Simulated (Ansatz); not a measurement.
Cu, space group P6_3/mmc, relaxations under a series of pressures

Program: the Python package of Ansatz (0.2.0).

The cells in order, each with its output:

```python
import warnings

import ansatz as az
import numpy as np
import pandas as pd
```

```python
def edges_and_angles(cell):
    cell = np.asarray(cell)
    a, b, c = np.linalg.norm(cell, axis=1)
    cosines = cell[1] @ cell[2] / (b * c), cell[0] @ cell[2] / (a * c), cell[0] @ cell[1] / (a * b)
    return (a, b, c, *np.degrees(np.arccos(cosines)))

warnings.simplefilter("ignore", az.DeckWarning)
```

```python
lattice = az.Lattice.of(
    [2.530764, 0.0, 0.0],
    [-1.265382, 2.191706, 0.0],
    [0.0, 0.0, 8.261815],
)
sites = [
    ("Cu", [0.0, 0.0, 0.0]),
    ("Cu", [1 / 3, 2 / 3, 0.25]),
    ("Cu", [0.0, 0.0, 0.5]),
    ("Cu", [2 / 3, 1 / 3, 0.75]),
]
crystal = az.Crystal(lattice=lattice)
for symbol, position in sites:
    crystal = crystal.atom(symbol, position)
```

```python
crystal.resolved().tree()["lattice"]
```

    ((2.530764, 0.0, 0.0), (-1.265382, 2.191706, 0.0), (0.0, 0.0, 8.261815))

```python
setup = (
    crystal.calculation()
    .kpoints(10, 10, 3)
    .functional("pbesol", dispersion="d3bjatm")
    .occupations("Marzari-Vanderbilt", width=0.1)  # fractional filling near the Fermi level
)
```

```python
# H = F + PV, with 1 GPa A^3 = 1/160.21766 eV
rows = []
for pressure in [0, 5, 10, 20]:
    outcome = setup.relax(cell=True, pressure=pressure).run(threads=1, backend="cpu")
    cell = outcome.lattice.cell_ang
    n_atoms = len(outcome.lattice.sites)
    volume = abs(np.linalg.det(cell)) / n_atoms
    enthalpy = outcome.report["free_energy_ev"] / n_atoms + pressure * volume / 160.21766
    rows.append((pressure, volume, enthalpy, *edges_and_angles(cell)))
    print(f"{pressure} GPa done: {volume:.4f} A^3/atom")
```

    0 GPa done: 10.9664 A^3/atom
    5 GPa done: 10.6945 A^3/atom
    10 GPa done: 10.4561 A^3/atom
    20 GPa done: 10.0561 A^3/atom

```python
table = pd.DataFrame(rows, columns=["P_GPa", "V_A3_atom", "H_eV_atom", "a", "b", "c", "alpha", "beta", "gamma"])
print(table.round(4).to_string(index=False))
p, v = np.array([row[0] for row in rows], float), np.array([row[1] for row in rows])
print("mean bulk modulus between rows (GPa):", np.round(-np.diff(p) / np.diff(np.log(v)), 1))
```

     P_GPa  V_A3_atom  H_eV_atom      a      b      c  alpha  beta  gamma
         0    10.9664 -6589.2386 2.4983 2.4983 8.1153   90.0  90.0  120.0
         5    10.6945 -6588.9007 2.4770 2.4770 8.0507   90.0  90.0  120.0
        10    10.4561 -6588.5707 2.4579 2.4579 7.9944   90.0  90.0  120.0
        20    10.0561 -6587.9311 2.4253 2.4253 7.8962   90.0  90.0  120.0
    mean bulk modulus between rows (GPa): [199.2 221.8 256.3]

The volume falls from 10.97 Å³ an atom at 0 GPa to 10.06 at 20 GPa, by 8.3 %. Between 0 and 5 GPa, -V dP/dV is about 199 GPa, a mean over that step.

Reading the output:
- Absolute energies stand on the zero of these potentials, so only differences at equal settings mean something.
- No spin polarisation was allowed.
- At a fixed pressure a relaxation lowers the enthalpy F + PV, while F alone can rise.
- Dispersion corrections can be off by several per cent in the lattices of metals, and by several GPa in the pressure at a fixed cell.
- The mesh is modest for a metal, so energies can be off by several to tens of meV an atom and pressures by half a GPa or more; differences at equal mesh fare better.
- This isn't the structure that Cu takes at ambient conditions.
- Symmetry holds the cell in this phase, whether or not it is the stable one at each pressure.
- It ran for 84 s on 1 thread of Arm Neoverse V2, on a shared host, peak memory 0.46 GiB.
